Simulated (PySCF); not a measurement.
**A gas-phase reaction: H6Si2 + F2 → FH5Si2 + FH**

Aim: the reaction energy of `[SiH3][SiH3]` + `FF` → `F[SiH2][SiH3]` + `F`.

Programs: PySCF 2.14.0. All values are calculated, for the isolated system unless a continuum is named. Atoms count from 0, parts from 1.

### Step 1. Starting point

Each species was relaxed by itself at PBE0-D3(BJ)/def2-SVPD.

### Step 2. Reaction energy: wB97M-D3(BJ)/def2-TZVPD

The job: settings as JSON, then the geometry in Å.

```
{"job": {"kind": "react", "xc": "wB97M-D3(BJ)", "basis": "def2-TZVPD"}, "charge": 0, "multiplicity": 1}
-1 H6Si2 charge 0 multiplicity 1
Si     0.050380    -1.146880     0.236280
Si    -0.074260     1.146800    -0.241270
H     -0.767880    -1.926300    -0.741150
H     -0.463770    -1.419610     1.612400
H      1.466030    -1.617860     0.154720
H      0.219810     1.393280    -1.685300
H     -1.441670     1.667130     0.061860
H      0.916600     1.903120     0.582510

-1 F2 charge 0 multiplicity 1
F      0.688970    -0.001160    -0.006890
F     -0.688970     0.001160     0.006890

+1 FH5Si2 charge 0 multiplicity 1
F     -0.229020    -2.278470    -0.097820
Si    -0.864780    -0.765530     0.060060
Si     0.875050     0.803150    -0.060560
H     -1.568460    -0.717510     1.375040
H     -1.856140    -0.588690    -1.040920
H      0.281570     2.169410     0.067500
H      1.845000     0.583270     1.052980
H      1.582970     0.695950    -1.370400

+1 FH charge 0 multiplicity 1
F      0.459850    -0.003530    -0.014520
H     -0.459850     0.003530     0.014520
```

Method: wB97M-D3(BJ)/def2-TZVPD reaction energy of separated species, gas phase.

Command:

```bash
OMP_NUM_THREADS=1 python cluster_run.py task.json out
```

The driver reads the jobs from task.json and runs them one after another.

**Question.** The jobs that follow are: PBE0-D3(BJ)/def2-TZVPD reaction energy of separated species, gas phase; MP2/def2-TZVPD reaction energy of separated species, gas phase. Predict: reaction energy (wB97M-D3(BJ)/def2-TZVPD); ΔH, ΔG at 298 K (xTB thermal terms). Thermal terms come from harmonic xTB runs on each species.

As calculated:

| quantity | value |
| --- | --- |
| reaction energy (wB97M-D3(BJ)/def2-TZVPD) | -155.3 kcal/mol |
| ΔH, ΔG at 298 K (xTB thermal terms) | -154.1, -153.4 kcal/mol |
| range of the reaction energy over the runs of this table | -164.6 to -153.5 kcal/mol |

What this shows: The reaction is exothermic by 154.1 kcal/mol in the gas phase; dispersion gives +0.01, and xTB itself gave -124.1 for the electronic energy (xTB energies and thermal terms come from the earlier relaxation of each species, not shown). No barrier was sought. xTB and this level differ widely in the electronic energy, so what comes from xTB (the thermal terms above all) is less safe here. The reaction energy runs from -164.6 (MP2/def2-TZVPD) to -153.5 kcal/mol (PBE0-D3(BJ)/def2-TZVPD).
